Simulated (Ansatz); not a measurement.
**Li: strong compression**

One table from this session's results is given with a row withheld; the runs are named, their logs left out.

Computed with Ansatz 0.2.0 (DFT LDA, with the methods named in each step, unless a step's input says otherwise).

1 further run of the same task is left out (it didn't finish). Runs told in other sessions of the task aren't counted.

### The structure to begin with

Symmetry: Im-3m, No. 229, cubic system. The conventional cell has a = 3.363 Å, b = 3.363 Å, c = 3.363 Å, α = 90.00°, β = 90.00°, γ = 90.00°. Around Li (site symmetry m-3m) lie 8 Li at 2.91 Å.

Coordinates:

```xyz
1
Lattice="-1.6816 1.6816 1.6816 1.6816 -1.6816 1.6816 1.6816 1.6816 -1.6816" Properties=species:S:1:pos:R:3 pbc="T T T"
Li    0.0000    0.0000    0.0000
```

Whether this phase is the stable one at these pressures isn't tested.

Set-up of the first run:

input.yaml reads:

```yaml
crystal:
  lattice:
    - [-1.6816362554, 1.6816362554, 1.6816362554]
    - [1.6816362554, -1.6816362554, 1.6816362554]
    - [1.6816362554, 1.6816362554, -1.6816362554]
  atoms:
    - { symbol: Li, position: [0.0, 0.0, 0.0] }
kpoints:
  mp_grid: { grid: [16, 16, 16] }
scf:
  occupations: { method: fermi_dirac, width: 0.08 }
hamiltonian:
  xc: lda
  pseudopotentials: { kind: paw }
output:
  forces: true
  stress: true
relax:
  f_tol: 0.005
  max_steps: 40
  cell: {}
```

Launch:

```sh
ansatz run input.yaml --threads 1 --pin off --max-ram 2048MiB --backend cpu --events-out ev --progress --plain --runs-dir out
```

Among the steps run: Cell relaxed at zero pressure, PAW; Volume scaled by 1, PAW; Volume scaled by 0.92, PAW; Volume scaled by 0.84, PAW; Volume scaled by 0.84, PAW (level accurate); Volume scaled by 0.76, PAW; Volume scaled by 0.68, PAW; Volume scaled by 0.6, PAW; Volume scaled by 0.52, PAW; Volume scaled by 0.52, PAW (cutoff 800 eV); Volume scaled by 0.45, PAW; Volume scaled by 0.45, PAW (cutoff 300 eV).

One of the session's tables, all rows but one given; the rest of the session is left out.

```
              method  volume over the first  volume (Å³/atom)  pressure (GPa)
                 PAW                      1            19.022            0.00
                 PAW                   0.92            17.500            1.45
                 PAW                   0.84            15.978            3.52
                 PAW                   0.76            14.457            6.56
                 PAW                   0.68            12.935           11.13
                 PAW                    0.6            11.413           18.22
                 PAW                   0.52             9.891           29.72
                 PAW                   0.45             8.560           46.38
 PAW (cutoff 300 eV)                   0.45             8.560           46.43
 PAW (cutoff 800 eV)                   0.52             9.891           29.72
PAW (level accurate)                   0.84                 ?               ?
```

Estimate the missing values for PAW (level accurate), 0.84.

As computed: volume (Å³/atom): 15.978; pressure (GPa): 3.54.

Caveats from the session: Warnings in the runs' records: cutoff below recommended.
